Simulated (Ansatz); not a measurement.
# Sn2TeS: the cost of one run

Method: DFT PBE, scalar-relativistic, plane waves, PAW, unless a step names another level, in Ansatz 0.2.0.

1 further run of the same task is left out (it didn't finish). Runs told in other sessions of the task aren't counted.

### Step 1. The system as given

The structure is trigonal, space group R-3m (No. 166). Conventional cell: a = 4.340 Å, b = 4.340 Å, c = 21.125 Å, α = 90.00°, β = 90.00°, γ = 120.00°. Around Sn (site symmetry 3m) lie 3 S at 2.96 Å and 3 Te at 3.17 Å. Te (site symmetry -3m) is surrounded by 6 Sn at 3.17 Å. S (site symmetry -3m) has 6 Sn at 2.96 Å in its first shell of neighbours.

Coordinates:

```cif
data_structure
_symmetry_space_group_name_H-M 'R-3m:H'
_symmetry_Int_Tables_number 166
_cell_length_a 4.3397
_cell_length_b 4.3397
_cell_length_c 21.1245
_cell_angle_alpha 90.000
_cell_angle_beta 90.000
_cell_angle_gamma 120.000
_cell_volume 344.53
loop_
_atom_site_label
_atom_site_type_symbol
_atom_site_symmetry_multiplicity
_atom_site_Wyckoff_symbol
_atom_site_fract_x
_atom_site_fract_y
_atom_site_fract_z
_atom_site_occupancy
Sn1 Sn 6 c 0.00000 0.00000 0.74111 1
Te1 Te 3 b 0.66667 0.33333 0.83333 1
S1 S 3 a 0.00000 0.00000 0.00000 1
```

It is the end of an earlier relaxation with the same method, from a database cell with other species swapped in; it needn't be the stable form of this composition. At a tolerance of 0.02 Å it has space group R-3m (No. 166); it has 28.71 Å³/atom, an uncorrected energy of -0.33 eV/atom over the elements.

### Step 2. Bands, states and charges

Input file input.yaml:

```yaml
crystal:
  lattice:
    - [2.1698263285, 1.2527498148, 7.041505024]
    - [-2.1698263285, 1.2527498148, 7.041505024]
    - [0.0, -2.5054996297, 7.041505024]
  atoms:
    - { symbol: Sn, position: [0.741106823, 0.741106823, 0.741106823] }
    - { symbol: Sn, position: [0.258893177, 0.258893177, 0.258893177] }
    - { symbol: Te, position: [0.5, 0.5, 0.5] }
    - { symbol: S, position: [0.0, 0.0, 0.0] }
basis:
  ecutwfc: 420
kpoints:
  mp_grid: { grid: [12, 12, 12] }
  band_path:
    path:
      - [[0.0, 0.0, 0.0], [0.5, 0.5, 0.5], [0.81223217, 0.18776783, 0.5]]
      - [[0.5, -0.18776783, 0.18776783], [0.5, 0.0, 0.0], [0.0, 0.0, 0.0], [0.34388392, -0.34388392, 0.0]]
      - [[0.65611608, 0.0, 0.34388392], [0.5, 0.0, 0.5], [0.0, 0.0, 0.0]]
    npoints: 14
hamiltonian:
  xc: pbe
scf:
  occupations: { method: gaussian, width: 0.01 }
  n_extra_bands: 10
output:
  forces: true
  stress: true
  eigenvalues: true
  populations: true
  dos: { projected: true, de: 0.02, nscf_kmesh: { grid: [15, 15, 15] } }
  bader: true
  write_density: true
  write_potential: true
  elf: true
  volumetric_format: npy
```

Launch:

```
$ ansatz run input.yaml --threads 1 --pin off --max-ram 2560MiB --backend cpu --events-out ev --progress --plain --runs-dir out
```

Q: Estimate wall time and peak memory on 1 thread of AMD EPYC (Zen 3), shared host.

About 5.1 min, with a peak of 1.1 GiB.
